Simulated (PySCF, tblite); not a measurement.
**C₅H₆F₃Si radical: geometry, infrared bands and EPR parameters**

Wanted: the infrared bands and EPR parameters of C₅H₆F₃Si radical (`FC(F)C1=CC[Si](F)C1`), by calculation.

Programs: tblite 0.8.0 and PySCF 2.14.0, with density-fitted response routines of our own. Each step states its level of theory. These are calculated values for one molecule in the gas phase, unless marked as measured. Atoms are numbered from 0 throughout.

### 1 The starting structure

15 atoms, charge 0, multiplicity 2; geometry from: force field or distance geometry start.

Bonds of the start (Å): F0–C1 1.35, C1–F2 1.37, C1–C3 1.49, C3–C4 1.36, C4–C5 1.51, C5–Si6 1.93, Si6–F7 1.62, Si6–C8 1.93, C8–C3 1.50, C1–H9 1.10, C4–H10 1.09, C5–H11 1.10, C5–H12 1.08, C8–H13 1.10, C8–H14 1.10.

### 2 Geometry optimisation with GFN2-xTB

Job settings and geometry (Å):

```
{"job": {"kind": "relax", "xc": "GFN2-xTB", "basis": "xTB"}, "charge": 0, "multiplicity": 2}
F      2.603700     0.413400    -1.172100
C      2.057700    -0.254600    -0.128200
F      2.434000    -1.563300    -0.276500
C      0.572800    -0.085900    -0.097000
C     -0.324700    -1.103900    -0.101400
C     -1.802300    -0.777600    -0.081200
Si    -1.880500     1.147800    -0.023900
F     -2.358900     1.555700     1.464200
C      0.045900     1.322300    -0.039200
H      2.518500     0.112300     0.805500
H     -0.014600    -2.144700    -0.150000
H     -2.276100    -1.208000     0.810300
H     -2.298100    -1.146400    -0.970000
H      0.348600     1.889700    -0.929500
H      0.369500     1.850900     0.867000
```

Launch:

```console
OMP_NUM_THREADS=1 python probes_run.py task.json out
```

One launch serves the whole session: the jobs run in the order shown.

Log:

```text
step      E/eV     max force
  0    -807.20336    1.862
  1    -807.25270    1.225
  2    -807.27894    0.356
  3    -807.29364    0.303
  4    -807.30524    0.314
  5    -807.31289    0.221
  6    -807.31986    0.200
  7    -807.32405    0.167
  8    -807.32586    0.106
  9    -807.32652    0.084
 10    -807.32707    0.094
 11    -807.32767    0.079
 12    -807.32816    0.069
 13    -807.32842    0.035
 14    -807.32854    0.025
 15    -807.32864    0.025
 16    -807.32875    0.027
 17    -807.32885    0.023
 18    -807.32895    0.024
 19    -807.32907    0.031
 20    -807.32921    0.034
 21    -807.32933    0.026
 22    -807.32940    0.021
 23    -807.32944    0.017
 24    -807.32948    0.018
 25    -807.32952    0.018
 26    -807.32957    0.015
 27    -807.32961    0.013
 28    -807.32964    0.015
 29    -807.32969    0.018
 30    -807.32974    0.022
 31    -807.32981    0.022
 32    -807.32988    0.028
 33    -807.32997    0.034
 34    -807.33011    0.036
 35    -807.33033    0.050
 36    -807.33055    0.047
 37    -807.33069    0.027
 38    -807.33078    0.025
 39    -807.33083    0.023
 40    -807.33091    0.029
 41    -807.33101    0.031
 42    -807.33110    0.027
 43    -807.33120    0.026
 44    -807.33132    0.028
 45    -807.33143    0.023
 46    -807.33152    0.022
 47    -807.33160    0.020
 48    -807.33167    0.023
 49    -807.33174    0.026
 50    -807.33180    0.017
 51    -807.33184    0.016
 52    -807.33187    0.017
 53    -807.33190    0.016
 54    -807.33193    0.017
 55    -807.33197    0.017
 56    -807.33202    0.021
 57    -807.33206    0.022
 58    -807.33215    0.026
 59    -807.33222    0.020
 60    -807.33227    0.012
 61    -807.33229    0.010
```

Run time: 0.63 s. Hardware: 1 thread of Arm Neoverse N1, shared host.

Along the way: (not every step is listed)

```csv
step,energy from step 0 (eV),largest force (eV/Å)
0,0.0000,1.8621
1,-0.0493,1.2254
2,-0.0756,0.3555
3,-0.0903,0.3030
4,-0.1019,0.3137
5,-0.1095,0.2212
6,-0.1165,0.2004
7,-0.1207,0.1669
8,-0.1225,0.1062
12,-0.1248,0.0693
16,-0.1254,0.0266
20,-0.1259,0.0344
24,-0.1261,0.0185
28,-0.1263,0.0147
32,-0.1265,0.0284
36,-0.1272,0.0467
40,-0.1276,0.0287
44,-0.1280,0.0279
48,-0.1283,0.0227
52,-0.1285,0.0172
56,-0.1287,0.0206
57,-0.1287,0.0220
58,-0.1288,0.0264
59,-0.1289,0.0201
60,-0.1289,0.0121
61,-0.1289,0.0102
```

Close pairs (by a distance rule), those that changed most:

```csv
bond,before (Å),after (Å),change (Å)
C3–C4,1.357,1.327,-0.030
Si6–F7,1.615,1.639,+0.024
Si6–C8,1.934,1.913,-0.021
C4–C5,1.513,1.494,-0.019
C1–F2,1.370,1.355,-0.015
C5–Si6,1.928,1.913,-0.014
F0–C1,1.354,1.364,+0.010
C8–H13,1.098,1.090,-0.009
```

The end geometry stands in the next job.

### 3 Vibrational analysis with GFN2-xTB

Job settings and geometry (Å):

```
{"job": {"kind": "ir", "xc": "GFN2-xTB", "basis": "xTB"}, "charge": 0, "multiplicity": 2}
F      2.537766     0.251405    -1.294034
C      2.022128    -0.253505    -0.136310
F      2.382576    -1.558849    -0.107019
C      0.534566    -0.065050    -0.089976
C     -0.333280    -1.067238    -0.148088
C     -1.798701    -0.780565    -0.100661
Si    -1.851149     1.131044    -0.036800
F     -2.394539     1.548849     1.452512
C      0.049059     1.351908     0.000880
H      2.541808     0.255400     0.693395
H     -0.010646    -2.095068    -0.220556
H     -2.240530    -1.224424     0.793929
H     -2.294594    -1.237929    -0.955601
H      0.474266     1.942089    -0.810279
H      0.376856     1.809922     0.936696
```

Log:

```text
mode    cm-1     km/mol
  1      30.6      4.37
  2      43.8      2.74
  3     144.2      0.46
  4     155.3     11.52
  5     196.0      1.63
  6     217.2      5.34
  7     297.3     17.77
  8     345.5      7.01
  9     448.3      6.57
 10     479.8      1.21
 11     526.4     12.03
 12     659.4     31.52
 13     687.7     55.19
 14     732.0     21.91
 15     755.1     33.12
 16     764.4    103.43
 17     791.3    191.32
 18     850.0     12.10
 19     882.6      3.34
 20     998.2    160.20
 21    1043.0     89.67
 22    1053.8      6.49
 23    1077.2      3.74
 24    1096.0     21.50
 25    1140.3     35.35
 26    1205.0     14.45
 27    1229.5      2.86
 28    1259.0     18.85
 29    1264.8     30.89
 30    1312.2     19.87
 31    1441.2      9.22
 32    1446.1      8.40
 33    1720.8     14.84
 34    2863.1     36.52
 35    2954.9     16.83
 36    2958.3     16.35
 37    2999.8      8.12
 38    3003.5     15.28
 39    3088.7     16.91
```

Run time: 0.85 s. Hardware: 1 thread of Arm Neoverse N1, shared host.

Which atoms move in the most intense modes:

```csv
cm⁻¹,km/mol,atoms
688,55.2,"F7 34 %, C5 20 %, C8 16 %, Si6 11 %"
755,33.1,"H14 31 %, C8 25 %, Si6 10 %"
764,103.4,"C5 31 %, Si6 25 %, C1 12 %"
791,191.3,"Si6 23 %, C8 19 %, H13 16 %, F7 12 %"
998,160.2,"C1 58 %, F0 28 %"
1043,89.7,"C1 42 %, F2 26 %, C3 11 %"
1140,35.4,"H13 27 %, C3 21 %, H9 17 %, C1 16 %"
2863,36.5,H9 94 %
```

### 4 EPR parameters: B3LYP/pcH-1

The job, as its differences from that of step 3:

```diff
@@ -1,2 +1,2 @@
-{"job": {"kind": "ir", "xc": "GFN2-xTB", "basis": "xTB"}, "charge": 0, "multiplicity": 2}
+{"job": {"kind": "epr", "basis": "pcH-1"}, "charge": 0, "multiplicity": 2}
 F      2.537766     0.251405    -1.294034
```

Method: UKS B3LYP, pcH-1 on C F H Si, non-relativistic, mean-field spin-orbit, GIAO.

Log:

```text
UKS, coarse grid
  cycle   1  E = -783.04113375  |g| = 6.98e-01
  cycle   2  E = -782.81254121  |g| = 1.12e+00
  cycle   3  E = -783.20234964  |g| = 1.08e-01
  cycle   4  E = -783.20577430  |g| = 5.68e-02
  cycle   5  E = -783.20708931  |g| = 1.25e-02
  cycle   6  E = -783.20714181  |g| = 6.64e-03
  cycle   7  E = -783.20716357  |g| = 1.27e-03
  cycle   8  E = -783.20716471  |g| = 6.18e-04
UKS, final grid
  cycle   1  E = -783.20714609  |g| = 8.73e-04
  cycle   2  E = -783.20714571  |g| = 1.37e-03
  cycle   3  E = -783.20714636  |g| = 1.11e-04
  cycle   4  E = -783.20714637  |g| = 2.23e-05
E = -783.20714637 Eh   <S^2> = 0.7512 (exact 0.7500)
g shifts (ppm)      1          2          3
  rmc          -180       -180       -180
  gc             82         25        124
  oz_so        -444       -220       1529
  total        -543       -375       1473
hyperfine (MHz)  atom isotope    a_iso     a_fc   dipolar eigenvalues
    0   19F      -0.38      -0.39     -1.17     -0.15      1.32
    1   13C       9.65       9.65     -0.70     -0.64      1.34
    2   19F      14.76      14.74     -6.92     -6.36     13.29
    3   13C      17.27      17.28     -1.61     -1.00      2.61
    4   13C      15.68      15.68     -1.79     -1.11      2.90
    5   13C      63.59      63.58     -9.14     -7.94     17.08
    6  29Si    -665.02    -665.97   -156.00     77.86     78.14
    7   19F     156.79     154.99   -137.44   -130.92    268.36
    8   13C      64.85      64.84     -8.55     -7.33     15.88
    9    1H      -0.52      -0.52     -1.05     -0.62      1.67
   10    1H      15.95      15.94     -1.78     -0.86      2.64
   11    1H       9.53       9.52     -5.12     -1.17      6.29
   12    1H       0.22       0.22     -5.77     -3.25      9.02
   13    1H       1.68       1.69     -5.60     -3.33      8.93
   14    1H       8.83       8.82     -4.93     -1.20      6.13
```

Wall time 2.7 min (1 thread of Arm Neoverse N1, shared host); peak memory 0.97 GiB.

Principal g values 2.00178, 2.00194, 2.00379; g(iso) = 2.00250, against 2.00232 for a free electron.

Hyperfine couplings; where a row names several nuclei, a(iso) is their mean (it holds for fast rotation or exchange) and the dipolar term the largest among them:

```csv
nuclei,isotope,a(iso) (MHz),"a(iso) (G, at g = 2.0023)",largest dipolar term (MHz)
Si6,29Si,-665.0,-237.3,-156.0
F7,19F,156.8,55.9,268.4
C8,13C,64.9,23.1,15.9
C5,13C,63.6,22.7,17.1
C3,13C,17.3,6.2,2.6
H10,1H,15.9,5.7,2.6
C4,13C,15.7,5.6,2.9
C1,13C,9.6,3.4,1.3
"F0, F2",19F,7.2,2.6,13.3
"H13, H14",1H,5.3,1.9,8.9
"H11, H12",1H,4.9,1.7,9.0
H9,1H,-0.5,-0.2,1.7
```

Mulliken spin populations:

F0 0.00; C1 0.00; F2 0.00; C3 0.01; C4 0.00; C5 0.06; Si6 0.82; F7 0.04; C8 0.05; H9 0.00; H10 0.01; H11 0.01; H12 0.00; H13 0.00; H14 0.01

In first order the couplings over 0.8 MHz of 19F, 1H give 108 distinct lines over 74.0 G, if the averaged nuclei exchange fast.

The fields below are evaluated on a grid from the run's orbitals.

ELF in a plane through or near 6 of the atoms.

Ten even steps from '0' (0.00) to '9' (1.00):
```
0000000000000000000000000000
0000000000000000000000000000
0000000000000000000000000000
0000000000000000000000000000
0000000000012321000011000000
0000000000136764312343200000
0000000000247657731454210000
0000000000035228813123100000
0000000221248876511011000000
0000011444762651157752000000
0000002322981573567762000000
0000001454646843853463100000
0000136774004351972674100000
0000258887107997434542000000
0000125775009998101210000000
0000000110009997000000000000
0000000000005772000000000000
0000000000000000000000000000
0000000000000000000000000000
0000000000000000000000000000
```
The map spans 10.6 Å across and 9.4 Å up, centred on the molecule. Atoms in the plane (x, y in Å): C1 (-2.0, -0.2), C3 (-0.5, -0.1), C4 (0.3, -1.1), C5 (1.8, -0.8), C8 (0.0, 1.3), H10 (0.0, -2.1).

On the surface of density 0.002 e/bohr³ the electrostatic potential runs, from the 1st to the 99th percentile, from -1.02 V near F7 to 1.21 V near Si6.

The spin density lies nearest to Si6 69 %; F7 8 %; C5, C8 about 7 % each.

### 5 Outcome

| quantity | value |
| --- | --- |
| strongest single infrared mode (GFN2-xTB) | 791 cm⁻¹, 191 km/mol |
| zero-point energy (GFN2-xTB) | 63.1 kcal/mol |
| g(iso) (B3LYP) | 2.00250 |
| ⟨S²⟩ | 0.751 (exact 0.75) |
| largest a(iso) (averaged by class) | 29Si on Si6, -665.0 MHz |
| surface potential, 1st and 99th percentile | -1.02 V and 1.21 V |

**Reading.** The optimisation took 61 steps and gained 0.129 eV; among the close pairs (by a distance rule), C3–C4 changed most, from 1.357 to 1.327 Å. All 39 modes are real, so the xTB geometry is a minimum. The strongest single mode, at 791 cm⁻¹, is spread over several atoms, Si6, C8, H13, F7 among them. GFN2-xTB is a fitted tight-binding method: band positions and strengths are rough. Its intensities can rank the bands wrongly. Most of the unpaired spin sits on Si6 (0.82 e). The isotropic g lies 0.2 ppt above the free-electron value.
